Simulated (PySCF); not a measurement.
**Hf(NH2)4: other spin states and a change of charge**

How does Hf(NH2)4 respond at fixed geometry? The runs cover other spin states and a change of charge. It is a constructed species; whether it can be made isn't addressed.

Program: PySCF 2.14.0. Level of theory: BP86, Hf def2-SVP with ECP60, N def2-SVP, H def2-SVP; scalar-relativistic core potentials, no spin–orbit coupling. These are calculated values, not measurements.

4 further runs of the same task are left out: 2 for a known fault of the program, 2 that didn't finish.

## (1) Where the work starts

13 atoms, charge 0, spin multiplicity 1.

Bond lengths: Hf1–N2 2.061 Å, Hf1–N5 2.061 Å, Hf1–N8 2.061 Å, Hf1–N11 2.061 Å, N2–H3 1.029 Å, N2–H4 1.027 Å, N5–H6 1.027 Å, N5–H7 1.029 Å, N8–H9 1.027 Å, N8–H10 1.029 Å, N11–H12 1.029 Å, N11–H13 1.027 Å. Angles: N2–Hf1–N5 110.1°, N2–Hf1–N8 108.2°, N2–Hf1–N11 110.1°, N5–Hf1–N8 110.1°, N5–Hf1–N11 108.2°, N8–Hf1–N11 110.1°, Hf1–N2–H3 123.2°, Hf1–N2–H4 129.1°, H3–N2–H4 107.6°, Hf1–N5–H6 129.1°, Hf1–N5–H7 123.2°, H6–N5–H7 107.6°, Hf1–N8–H9 129.1°, Hf1–N8–H10 123.2°, H9–N8–H10 107.6°, Hf1–N11–H12 123.2°, Hf1–N11–H13 129.1°, H12–N11–H13 107.6°.

As a file:

| atom | x (Å) | y (Å) | z (Å) |
| --- | --- | --- | --- |
| Hf1 | 0.0000 | 0.0000 | 0.0000 |
| N2 | 1.2089 | 1.2300 | 1.1283 |
| H3 | 2.0681 | 0.9045 | 1.5917 |
| H4 | 1.1363 | 2.2421 | 1.2862 |
| N5 | -1.2090 | -1.1282 | 1.2300 |
| H6 | -1.1362 | -1.2864 | 2.2421 |
| H7 | -2.0681 | -1.5917 | 0.9045 |
| N8 | 1.2089 | -1.2300 | -1.1283 |
| H9 | 1.1363 | -2.2421 | -1.2862 |
| H10 | 2.0681 | -0.9045 | -1.5917 |
| N11 | -1.2090 | 1.1282 | -1.2300 |
| H12 | -2.0681 | 1.5917 | -0.9045 |
| H13 | -1.1362 | 1.2864 | -2.2421 |

Formal oxidation states: Hf +4. An earlier session relaxed this geometry at BP86, Hf def2-SVP with ECP60, N def2-SVP, H def2-SVP (singlet, point group S4).

Its energy there is -271.914710 Eh.

## (2) Multiplicity 3 at the relaxed geometry

run.py (the lines that set the calculation) reads:

```python
mol = gto.M(atom='''
Hf    -0.00003     0.00000     0.00000
N      1.20890     1.23004     1.12826
H      2.06811     0.90451     1.59166
H      1.13629     2.24206     1.28621
N     -1.20899    -1.12825     1.23003
H     -1.13618    -1.28637     2.24214
H     -2.06811    -1.59171     0.90451
N      1.20890    -1.23004    -1.12826
H      1.13629    -2.24206    -1.28621
H      2.06811    -0.90451    -1.59166
N     -1.20899     1.12825    -1.23003
H     -2.06811     1.59171    -0.90451
H     -1.13618     1.28637    -2.24214''',
    basis={'Hf': 'def2-SVP', 'N': 'def2-SVP', 'H': 'def2-SVP'},
    ecp={'Hf': 'def2-SVP'},
    charge=0, spin=2)
mf = dft.UKS(mol, xc='B88,P86')
mf.grids.atom_grid = (50, 194)
mf = mf.density_fit()  # fitting sets: Hf def2-universal-JKFIT, N def2-universal-JKFIT, H def2-universal-JKFIT
mf.conv_tol = 1e-08; mf.max_cycle = 55
mf.kernel(dm0)  # dm0: free metal ions and neutral atoms
```

Command:

```console
$ OMP_NUM_THREADS=2 python run.py
```

The log of the run:

```text
init E= -277.733750700667
cycle= 1 E= -270.673784139281  delta_E= 7.06  |g|= 1.45  |ddm|= 2.96
cycle= 2 E= -269.471538393163  delta_E=  1.2  |g|= 1.95  |ddm|= 4.01
cycle= 3 E= -271.416919348972  delta_E= -1.95  |g|=  0.7  |ddm|= 3.65
cycle= 4 E= -271.324906154942  delta_E= 0.092  |g|= 0.855  |ddm|= 3.38
cycle= 5 E= -271.651530189783  delta_E= -0.327  |g|= 0.335  |ddm|= 1.33
cycle= 6 E= -271.667996306427  delta_E= -0.0165  |g|= 0.292  |ddm|= 3.53
cycle= 7 E= -271.638134694403  delta_E= 0.0299  |g|= 0.356  |ddm|= 1.73
cycle= 8 E= -271.681206661014  delta_E= -0.0431  |g|= 0.262  |ddm|= 3.16
cycle= 9 E= -271.687872894753  delta_E= -0.00667  |g|= 0.25  |ddm|= 2.99
cycle= 10 E= -271.698462938861  delta_E= -0.0106  |g|= 0.231  |ddm|= 0.908
cycle= 11 E= -271.699910295213  delta_E= -0.00145  |g|= 0.227  |ddm|= 0.863
cycle= 12 E= -271.701421846649  delta_E= -0.00151  |g|= 0.224  |ddm|= 0.134
cycle= 13 E= -271.702088769112  delta_E= -0.000667  |g|= 0.222  |ddm|= 0.0992
cycle= 14 E= -271.699534957745  delta_E= 0.00255  |g|= 0.23  |ddm|= 0.0364
cycle= 15 E= -271.70486926833  delta_E= -0.00533  |g|= 0.211  |ddm|=  0.1
cycle= 16 E= -271.689058856117  delta_E= 0.0158  |g|= 0.248  |ddm|=  0.9
cycle= 17 E= -271.736848423777  delta_E= -0.0478  |g|= 0.0804  |ddm|= 0.518
cycle= 18 E= -271.675667374514  delta_E= 0.0612  |g|= 0.285  |ddm|= 0.544
cycle= 19 E= -271.675312767257  delta_E= 0.000355  |g|= 0.285  |ddm|= 0.114
cycle= 20 E= -271.671548800011  delta_E= 0.00376  |g|= 0.295  |ddm|= 0.0781
cycle= 21 E= -271.667086632861  delta_E= 0.00446  |g|= 0.306  |ddm|= 0.0515
...
cycle= 42 E= -271.66556402699  delta_E= 0.0178  |g|= 0.325  |ddm|= 0.0814
cycle= 43 E= -271.673263799516  delta_E= -0.0077  |g|= 0.302  |ddm|= 0.055
cycle= 44 E= -271.682116684513  delta_E= -0.00885  |g|= 0.277  |ddm|= 0.0752
cycle= 45 E= -271.682500857558  delta_E= -0.000384  |g|= 0.277  |ddm|= 0.0456
cycle= 46 E= -271.701503532518  delta_E= -0.019  |g|= 0.217  |ddm|= 0.146
cycle= 47 E= -271.730185926587  delta_E= -0.0287  |g|= 0.0804  |ddm|= 0.377
cycle= 48 E= -271.736320845167  delta_E= -0.00613  |g|= 0.0345  |ddm|= 0.245
cycle= 49 E= -271.738477819003  delta_E= -0.00216  |g|= 0.0333  |ddm|= 0.176
cycle= 50 E= -271.738433861894  delta_E= 4.4e-05  |g|= 0.0558  |ddm|= 0.124
cycle= 51 E= -271.736690214683  delta_E= 0.00174  |g|= 0.0831  |ddm|= 0.102
cycle= 52 E= -271.730452111139  delta_E= 0.00624  |g|= 0.132  |ddm|= 0.104
cycle= 53 E= -271.726571091011  delta_E= 0.00388  |g|= 0.151  |ddm|= 0.0901
cycle= 54 E= -271.72216892668  delta_E= 0.0044  |g|= 0.17  |ddm|= 0.0796
cycle= 55 E= -271.717343618956  delta_E= 0.00483  |g|= 0.188  |ddm|= 0.0734
SCF not converged.
macro= 0  E= -271.738683709959  delta_E= -0.0213401  |g|= 0.0966525  3 KF 19 JK
macro= 1  E= -271.741173693313  delta_E= -0.00248998  |g|= 0.0545811  3 KF 20 JK
macro= 2  E= -271.741663033428  delta_E= -0.00048934  |g|= 0.00145234  4 KF 15 JK
macro= 3  E= -271.741664883611  delta_E= -1.85018e-06  |g|= 0.000137504  2 KF 11 JK
macro= 4  E= -271.741664883611  delta_E= 5.68434e-13  |g|= 2.01259e-05  1 KF 2 JK
macro X = 5  E=-271.741664883611  |g|= 2.01259e-05  total 14 KF 73 JK
converged SCF energy = -271.741664883611  <S^2> = 2.0033172  2S+1 = 3.0022107
```

It took 2 min on 2 threads of Arm Neoverse V1, shared host.

It gives: E = -271.741665 Eh (+4.709 eV from the relaxed state), HOMO -1.04 eV, LUMO -5.65 eV (over both spins), ⟨S²⟩ = 2.003, Mulliken charge on Hf1 +0.24 e. An empty level of one spin lies below a filled level of the other.

## (3) One electron removed, multiplicity 2

Edit run.py (the lines that set the calculation) of step 2 so:

```diff
@@ -16,3 +16,3 @@
     ecp={'Hf': 'def2-SVP'},
-    charge=0, spin=2)
+    charge=1, spin=1)
 mf = dft.UKS(mol, xc='B88,P86')
@@ -21,2 +21,2 @@
 mf.conv_tol = 1e-08; mf.max_cycle = 55
-mf.kernel(dm0)  # dm0: free metal ions and neutral atoms
+mf.kernel(dm0)  # dm0: the density of the relaxed state
```

Command:

```console
$ OMP_NUM_THREADS=2 python run.py
```

The log of the run:

```text
init E= -271.917363475002
cycle= 1 E= -271.592502203279  delta_E= 0.325  |g|= 0.231  |ddm|= 0.632
  HOMO = -0.407978971811  LUMO = -0.398257088816  gap/eV = 0.26455
cycle= 2 E= -271.386942762756  delta_E= 0.206  |g|= 0.669  |ddm|= 0.989
  HOMO = -0.41561609216  LUMO = -0.398034143313  gap/eV = 0.47843
cycle= 3 E= -271.551045795348  delta_E= -0.164  |g|= 0.348  |ddm|= 0.971
  HOMO = -0.396944542707  LUMO = -0.381891524206  gap/eV = 0.40961
cycle= 4 E= -271.563987458951  delta_E= -0.0129  |g|= 0.29  |ddm|= 0.904
  HOMO = -0.387815940875  LUMO = -0.385985383105  gap/eV = 0.04981
cycle= 5 E= -271.586310332417  delta_E= -0.0223  |g|= 0.217  |ddm|= 0.893
  HOMO = -0.388898946732  LUMO = -0.380343571447  gap/eV = 0.23280
cycle= 6 E= -271.576743565353  delta_E= 0.00957  |g|= 0.251  |ddm|= 0.889
  HOMO = -0.385720115498  LUMO = -0.383907105744  gap/eV = 0.04933
cycle= 7 E= -271.584676572616  delta_E= -0.00793  |g|= 0.224  |ddm|= 0.0341
  HOMO = -0.385533405147  LUMO = -0.372796544832  gap/eV = 0.34659
cycle= 8 E= -271.552316634896  delta_E= 0.0324  |g|= 0.321  |ddm|= 0.896
  HOMO = -0.39042915228  LUMO = -0.375382976775  gap/eV = 0.40943
cycle= 9 E= -271.56112444442  delta_E= -0.00881  |g|= 0.298  |ddm|= 0.0269
  HOMO = -0.389402849957  LUMO = -0.379203623278  gap/eV = 0.27754
cycle= 10 E= -271.573430208448  delta_E= -0.0123  |g|= 0.262  |ddm|= 0.0411
  HOMO = -0.387464490309  LUMO = -0.38115416762  gap/eV = 0.17171
cycle= 11 E= -271.579110699066  delta_E= -0.00568  |g|= 0.244  |ddm|= 0.0211
...
cycle= 47 E= -271.627222122352  delta_E= -9.21e-07  |g|= 0.000755  |ddm|= 0.00159
  HOMO = -0.384514568889  LUMO = -0.284355356796  gap/eV = 2.72547
cycle= 48 E= -271.627222483792  delta_E= -3.61e-07  |g|= 0.000262  |ddm|= 0.000978
  HOMO = -0.384515628859  LUMO = -0.284356689494  gap/eV = 2.72546
cycle= 49 E= -271.62722246703  delta_E= 1.68e-08  |g|= 0.000359  |ddm|= 0.000465
  HOMO = -0.384514268703  LUMO = -0.284355144191  gap/eV = 2.72547
cycle= 50 E= -271.627222432593  delta_E= 3.44e-08  |g|= 0.000437  |ddm|= 0.000178
  HOMO = -0.384516093698  LUMO = -0.284357025945  gap/eV = 2.72547
cycle= 51 E= -271.627222429367  delta_E= 3.23e-09  |g|= 0.000442  |ddm|= 8.34e-05
  HOMO = -0.384514731886  LUMO = -0.284355657784  gap/eV = 2.72547
cycle= 52 E= -271.627222451748  delta_E= -2.24e-08  |g|= 0.000402  |ddm|= 7.25e-05
  HOMO = -0.384515429312  LUMO = -0.284356401033  gap/eV = 2.72547
cycle= 53 E= -271.62722246851  delta_E= -1.68e-08  |g|= 0.000372  |ddm|= 7.02e-05
  HOMO = -0.38451485154  LUMO = -0.284355689006  gap/eV = 2.72547
cycle= 54 E= -271.627222553311  delta_E= -8.48e-08  |g|= 0.000126  |ddm|= 0.000293
  HOMO = -0.384516053381  LUMO = -0.284356919446  gap/eV = 2.72547
cycle= 55 E= -271.627222568724  delta_E= -1.54e-08  |g|= 9.68e-05  |ddm|= 0.000238
SCF not converged.
macro= 0  E= -271.62722258183  delta_E= -1.31055e-08  |g|= 9.68153e-05  1 KF 5 JK
macro= 1  E= -271.627222581832  delta_E= -1.93268e-12  |g|= 3.02762e-05  1 KF 2 JK
macro X = 2  E=-271.627222581832  |g|= 3.02762e-05  total 3 KF 10 JK
converged SCF energy = -271.627222581832  <S^2> = 0.75638859  2S+1 = 2.0063784
```

Wall time 87 s (2 threads of Arm Neoverse V1, shared host).

Result: E = -271.627223 Eh (+7.823 eV from the relaxed state), HOMO -10.46 eV, LUMO -10.46 eV (over both spins), ⟨S²⟩ = 0.756, Mulliken charge on Hf1 +0.98 e. 

## (4) The states side by side

| state | energy from the relaxed state (eV) | ⟨S²⟩ | time |
| --- | --- | --- | --- |
| charge 0, singlet, vacuum (relaxed) | 0 | 0.00 |  |
| charge 0, triplet, vacuum | 4.71 | 2.00 | 2 min |
| charge +1, doublet, vacuum | 7.82 | 0.76 | 87 s |

An electron taken off or put on is at rest in vacuum. 

Removing an electron vertically costs 7.82 eV (doublet), against −HOMO = 5.21 eV. The triplet lies 4.71 eV above at this geometry. The bases are small and lack diffuse functions. Spin–orbit coupling is left out.
